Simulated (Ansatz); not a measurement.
Geometry optimisation, DFT r2SCAN-D3(BJ), scalar-relativistic, plane waves, PAW (Ansatz 0.2.0).

input.yaml

```yaml
accuracy: low
crystal:
  lattice:
    - [4.58, 0.0, 0.0]
    - [3.435, 5.949595, 0.0]
    - [0.0, 0.0, 14.58843]
  atoms:
    - { symbol: Be, position: [0.0, 0.0, 0.0685475] }
    - { symbol: Be, position: [0.5, 0.0, 0.0685475] }
    - { symbol: Be, position: [0.0, 0.3333333, 0.0685475] }
    - { symbol: Be, position: [0.5, 0.3333333, 0.0685475] }
    - { symbol: Be, position: [0.0, 0.6666667, 0.0685475] }
    - { symbol: Be, position: [0.5, 0.6666667, 0.0685475] }
    - { symbol: Be, position: [-0.1666667, 0.2222222, 0.1915364] }
    - { symbol: Be, position: [0.3333333, 0.2222222, 0.1915364] }
    - { symbol: Be, position: [-0.1666667, 0.5555556, 0.1915364] }
    - { symbol: Be, position: [0.3333333, 0.5555556, 0.1915364] }
    - { symbol: Be, position: [-0.1666667, 0.8888889, 0.1915364] }
    - { symbol: Be, position: [0.3333333, 0.8888889, 0.1915364] }
    - { symbol: Be, position: [0.0, 0.0, 0.3145253] }
    - { symbol: Be, position: [0.5, 0.0, 0.3145253] }
    - { symbol: Be, position: [0.0, 0.3333333, 0.3145253] }
    - { symbol: Be, position: [0.5, 0.3333333, 0.3145253] }
    - { symbol: Be, position: [0.0, 0.6666667, 0.3145253] }
    - { symbol: Be, position: [0.5, 0.6666667, 0.3145253] }
    - { symbol: C, position: [0.0018954, 0.5093563, 0.4680716] }
    - { symbol: H, position: [0.2401508, 0.3703032, 0.4433945] }
    - { symbol: H, position: [-0.0291383, 0.6686674, 0.4433945] }
    - { symbol: H, position: [-0.2076396, 0.4904483, 0.4433945] }
    - { symbol: H, position: [0.0018954, 0.5093563, 0.5427884] }
basis:
  ecutwfc: 500.0
kpoints:
  mp_grid: { grid: [3, 2, 1] }
hamiltonian:
  xc: r2scan
  dispersion: d3bj
scf:
  occupations: { method: fermi_dirac, width: 0.1 }
  lower_state_search: "off"
relax:
  f_tol: 0.08
  max_steps: 25
  adjacent_minimum: "off"
  constraints: [{ sites: [0, 1, 2, 3, 4, 5] }]
```

Launched with:

```bash
$ ansatz run input.yaml --threads 1 --pin off --max-ram 3072MiB --backend cpu --events-out ev --progress --plain --runs-dir out
```

Task: Where does it end, and by what steps?

Result: The forces met the threshold. The threshold is loose, so the end isn't yet a minimum. The force dipped under the threshold on the way, but the program's further checks kept it going. Limits of this set-up: coarse k mesh, thin slab, slab without dipole correction, low accuracy level. After 9 steps the energy has fallen by 1.332 eV; H22 moved furthest, 1.56 Å.

```
step  energy less start (eV)  largest force component (eV/Å)  accepted
   0                  0.0000                           1.389       yes
   1                 -0.4958                           0.656       yes
   2                 -0.7900                           0.350       yes
   3                 -0.9991                           0.260       yes
   4                 -1.1484                           0.233       yes
   5                 -1.2449                           0.125       yes
   6                 -1.2993                           0.061       yes
   7                 -1.3236                           0.026       yes
   8                 -1.3300                           0.073       yes
   9                 -1.3324                           0.037       yes
```

```xyz
23
Lattice="4.5800 0.0000 0.0000 3.4350 5.9496 0.0000 0.0000 0.0000 14.5884" Properties=species:S:1:pos:R:3
Be 0.000 0.000 1.000
Be 2.290 0.000 1.000
Be 1.145 1.983 1.000
Be 3.435 1.983 1.000
Be 2.290 3.966 1.000
Be 4.580 3.966 1.000
Be -0.017 1.320 2.837
Be 2.307 1.329 2.842
Be 1.153 3.331 2.844
Be 3.429 3.286 2.838
Be 2.302 5.274 2.840
Be 4.571 5.309 2.841
Be -0.002 0.008 4.685
Be 2.291 -0.009 4.681
Be 1.144 1.982 4.682
Be 3.436 1.986 4.678
Be 2.294 3.959 4.680
Be 4.576 3.975 4.682
C 1.750 3.028 8.374
H 2.269 2.147 8.002
H 2.245 3.924 8.005
H 0.720 3.014 8.025
H 1.765 3.026 9.462
```

Time of the run: 4.6 min on 1 thread of Arm Neoverse V1, on a shared host, peak memory 0.85 GiB.
